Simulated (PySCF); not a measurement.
**SiCNCl2F (SMILES N#C[Si](F)(Cl)Cl) at HF/def2-SVP (density fitting with cc-pvqz-jkfit)**

What is the vertical ionisation energy of SiCNCl2F at HF/def2-SVP (density fitting with cc-pvqz-jkfit)? Input form: a Python script.

Program for the calculation: PySCF 2.14.0.

2 further runs of the same task are left out: 2 set aside as unsound or not needed.

**1. The molecule**

SiCNCl2F has 6 atoms, charge 0, and is taken as a singlet. As SMILES, `N#C[Si](F)(Cl)Cl`. The shape is that of a PBE0-D4/def2-TZVP optimisation.

Bond lengths: N1–C2 1.151 Å, C2–Si3 1.830 Å, Si3–F4 1.572 Å, Si3–Cl5 2.006 Å, Si3–Cl6 2.006 Å. Angles: N1–C2–Si3 179.1°, C2–Si3–F4 107.4°, C2–Si3–Cl5 109.0°, C2–Si3–Cl6 109.0°, F4–Si3–Cl5 109.6°, F4–Si3–Cl6 109.6°, Cl5–Si3–Cl6 112.0°.

**2. A single-point energy at HF/def2-SVP (density fitting with cc-pvqz-jkfit)**

Input file input.py:

```python
from pyscf import gto, scf

mol = gto.M(
    atom=[
    ('N', (1.752600, -1.361000, 1.114200)),
    ('C', (0.923100, -0.763300, 0.585900)),
    ('Si', (-0.381900, 0.210300, -0.249400)),
    ('F', (-1.471500, -0.801900, -0.758800)),
    ('Cl', (0.422900, 1.177100, -1.812500)),
    ('Cl', (-1.203100, 1.474700, 1.074300)),
],
    basis='def2-svp',
    charge=0,
    max_memory=1860,
    verbose=3,
)

calc0 = scf.RHF(mol)
calc0 = calc0.density_fit(auxbasis='cc-pvqz-jkfit')
calc0.conv_tol = 1e-10
calc0.kernel()
if not calc0.converged:
    calc0 = calc0.newton().run(calc0.mo_coeff, calc0.mo_occ)

e_tot = calc0.e_tot
print('Final energy', e_tot)
```

Launch:

```console
$ OMP_NUM_THREADS=1 python input.py
```

Standard output:

```text
converged SCF energy = -1399.31822438049
Final energy -1399.3182243804872
```

It took 2.5 s on 1 thread of Arm Neoverse V1, shared host; peak memory 0.16 GiB.

**3. The doublet cation, same level**

Input file mol.xyz:

```xyz
6

N      1.752600    -1.361000     1.114200
C      0.923100    -0.763300     0.585900
Si    -0.381900     0.210300    -0.249400
F     -1.471500    -0.801900    -0.758800
Cl     0.422900     1.177100    -1.812500
Cl    -1.203100     1.474700     1.074300
```

Input file run.py:

```python
from pyscf import gto, scf

mol = gto.M(
    atom='mol.xyz',
    max_memory=1860,
    verbose=4,
    basis='def2-svp',
    spin=1,
    charge=1,
)

mf = scf.UHF(mol)
mf = mf.density_fit(auxbasis='cc-pvqz-jkfit')
mf.conv_tol = 1e-10
mf.kernel()
if not mf.converged:
    mf = mf.newton().run(mf.mo_coeff, mf.mo_occ)

e_final = mf.e_tot
print('Final energy', e_final)
```

Launch:

```console
$ OMP_NUM_THREADS=1 python run.py
```

Standard output:

```text
PySCF version 2.14.0

[... 179 lines left out ...]
converged SCF energy = -1398.85863373116  <S^2> = 0.87190103  2S+1 = 2.1183966
Final energy -1398.8586337311617
```

Wall time 9.9 s (1 thread of Arm Neoverse V1, shared host); peak memory 0.17 GiB.

**4. What came out**

Level: HF/def2-SVP (density fitting with cc-pvqz-jkfit).

| quantity | value |
| --- | --- |
| singlet SiCNCl2F: total energy | -1399.31822 Eh |
| singlet SiCNCl2F: dipole moment | 2.14 D |
| singlet SiCNCl2F: HOMO energy | -13.47 eV |
| singlet SiCNCl2F: LUMO energy | 2.59 eV |
| singlet SiCNCl2F: HOMO–LUMO gap | 16.06 eV |
| doublet cation: total energy | -1398.85863 Eh |
| doublet cation: HOMO energy (highest over α and β) | -17.92 eV |
| doublet cation: LUMO energy (lowest over α and β) | -10.25 eV |
| doublet cation: ⟨S²⟩ | 0.872 |
| vertical ionisation energy (to the doublet cation) | 12.506 eV |

**Reading.** Removing an electron at fixed nuclei costs 12.51 eV (1207 kJ/mol). −ε(HOMO) before ionisation, 13.47 eV, is 0.97 eV above this ionisation energy. ⟨S²⟩ (doublet cation) is 0.87 where a pure doublet has 0.75: the reference is spin-contaminated. Mulliken charges (doublet cation) run from -0.37 on F4 to +1.25 on Si3; they depend strongly on the basis.
